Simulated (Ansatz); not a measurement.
**C₄H₄O₂Ti: small, medium and large basis sets**

An exercise on one series of results from a longer session: the logs are not shown, and one member is left open.

Method: one geometry, several basis sets; program: Ansatz 0.2.0, Gaussian basis.

Levels to be run: PBE0-D4/def2-SVP; ωB97M-V/def2-SVP; PBE0-D4/def2-QZVPP; ωB97M-V/def2-QZVPP; the functionals' def2-TZVPP values are taken from earlier runs.

### The relaxed structure

All runs share one geometry, relaxed beforehand with PBE0-D4 in a triple-zeta def2 set.

SMILES `C#[C][Ti]([OH])([OH])[C]#C`, 11 atoms, charge 0, spin multiplicity 1.

Atoms are counted from 1 here; the program's logs count them from 0.

Bond lengths: C1–C2 1.215 Å, C1–H8 1.067 Å, C2–Ti3 2.035 Å, Ti3–O4 1.773 Å, Ti3–O5 1.773 Å, Ti3–C6 2.035 Å, O4–H9 0.959 Å, O5–H10 0.959 Å, C6–C7 1.215 Å, C7–H11 1.067 Å. Angles: C2–C1–H8 179.8°, C1–C2–Ti3 178.8°, C2–Ti3–O4 110.2°, C2–Ti3–O5 110.2°, C2–Ti3–C6 105.8°, O4–Ti3–O5 110.1°, O4–Ti3–C6 110.2°, O5–Ti3–C6 110.2°, Ti3–O4–H9 132.7°, Ti3–O5–H10 132.6°, Ti3–C6–C7 178.8°, C6–C7–H11 179.8°.

The first run:

in.yaml reads:

```yaml
crystal:
  periodic: [false, false, false]
  atoms:
    - {symbol: C, position_ang: [1.152190, -2.472792, 0.893502]}
    - {symbol: C, position_ang: [0.785305, -1.326261, 0.726983]}
    - {symbol: Ti, position_ang: [0.151019, 0.581428, 0.414544]}
    - {symbol: O, position_ang: [-0.835544, 1.131331, 1.781560]}
    - {symbol: O, position_ang: [1.540236, 1.661058, 0.193050]}
    - {symbol: C, position_ang: [-0.969990, 0.520894, -1.282202]}
    - {symbol: C, position_ang: [-1.635120, 0.460758, -2.297512]}
    - {symbol: H, position_ang: [1.472682, -3.480385, 1.036940]}
    - {symbol: H, position_ang: [-1.641655, 0.795391, 2.178831]}
    - {symbol: H, position_ang: [2.264620, 1.667010, -0.436053]}
    - {symbol: H, position_ang: [-2.218541, 0.404668, -3.189144]}
basis:
  gaussian: {orbitals: def2-SVP}
hamiltonian: {xc: pbe0, dispersion: d4}
output: {orbitals: {seedname: orbitals}}
```

Command:

```
ansatz run in.yaml --threads 4 --pin off --events-out ev --progress --plain --max-ram 11315MiB
```

Steps of the session up to this table: PBE0-D4 in def2-SVP; ωB97M-V in def2-SVP; PBE0-D4 in def2-QZVPP; ωB97M-V in def2-QZVPP.

One of the session's tables, all rows but one given; the rest of the session is left out.

It belongs to the step «Functionals by basis». 

```
functional       basis  HOMO (eV)  LUMO (eV)
   PBE0-D4    def2-SVP      -7.84      -2.75
   PBE0-D4  def2-TZVPP      -7.95      -2.84
   PBE0-D4  def2-QZVPP      -7.97      -2.86
   ωB97M-V    def2-SVP          ?          ?
   ωB97M-V  def2-TZVPP     -10.14      -0.75
   ωB97M-V  def2-QZVPP     -10.16      -0.78
```

**Question.** Estimate the row for ωB97M-V, def2-SVP.

**Answer.** HOMO (eV): -10.01; LUMO (eV): -0.60. In the column «HOMO (eV)» it lies between ωB97M-V, def2-TZVPP (-10.14) and PBE0-D4, def2-QZVPP (-7.97).
